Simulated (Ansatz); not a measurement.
# Ga3SbP2: the cell at several levels of theory

Aim: relax Ga3SbP2 as one 6-atom ordering (P3m1) on the zincblende lattice with PBE and r2SCAN and see how far the functionals disagree on the cell. This is a trial cell built on a prototype, not taken from a measured structure, and it needn't be the compound's ground state.

The runs shown are made with Ansatz 0.2.0. PAW datasets, plane waves, zero pressure. Simulation only: spin-unpolarised, and no claim that this is the phase found in nature.

**1. The cell**

This is the cell as the run starts from it, not yet at rest; its lengths are not the crystal's.

The symmetry is P3m1 (No. 156, trigonal); a = 3.865 Å, c = 9.467 Å in the conventional setting, 20.41 Å³ an atom. P has 4 Ga at 2.37 Å; Sb has 4 Ga at 2.37 Å; Ga has 4 P at 2.37 Å; Ga has 3 P at 2.37 Å and 1 Sb at 2.37 Å.

Structure file:

```
P Sb Ga
1.0
     3.86475    0.00000    0.00000
    -1.93238    3.34697    0.00000
     0.00000    0.00000    9.46667
P Sb Ga
2 1 3
Direct
  0.00000 0.00000 0.00000
  0.33333 0.66667 0.33333
  0.66667 0.33333 0.66667
  0.33333 0.66667 0.08333
  0.66667 0.33333 0.41667
  0.00000 0.00000 0.75000
```

**2. Relaxing with PBE**

Contents of input.yaml:

```yaml
crystal:
  lattice:
    - [3.8647504831, 0.0, 0.0]
    - [-1.9323752415, 3.3469720976, 0.0]
    - [0.0, 0.0, 9.4666666667]
  atoms:
    - { symbol: P, position: [0.0, 0.0, 0.0] }
    - { symbol: P, position: [0.3333333333, 0.6666666667, 0.3333333333] }
    - { symbol: Sb, position: [0.6666666667, 0.3333333333, 0.6666666667] }
    - { symbol: Ga, position: [0.3333333333, 0.6666666667, 0.0833333333] }
    - { symbol: Ga, position: [0.6666666667, 0.3333333333, 0.4166666667] }
    - { symbol: Ga, position: [0.0, 0.0, 0.75] }
kpoints:
  mp_grid: { grid: [12, 12, 4] }
hamiltonian:
  xc: pbe
scf:
  occupations: { method: fermi_dirac, width: 0.02 }
relax:
  f_tol: 0.005
  cell: {}
```

On the command line:

```console
> ansatz run input.yaml --threads 2 --pin off --max-ram 29491MiB --backend cpu --events-out ev --progress --plain --runs-dir out
```

Further steps of the session: r2SCAN: cell and atoms.

Q: Predict the outcome of this session. Wanted: for each run, a; c; volume; space group; SCF geometries.

**Answer**, as computed:

| level | a (Å) | c (Å) | volume (Å³/atom) | space group | SCF geometries |
| --- | --- | --- | --- | --- | --- |
| PBE | 4.059 | 9.983 | 23.741 | P3m1 | 9 |
| r2SCAN | 4.017 | 9.861 | 22.962 | P3m1 | 5 |

**Reading.** From the start to the first minimum the volume moved by +16.3 %. The volume runs from r2SCAN (least) to PBE (most), a spread of 3.4 %, or 1.1 % in length if all axes shared it alike. The meshes differ: PBE 12×12×4, r2SCAN 6×6×2.
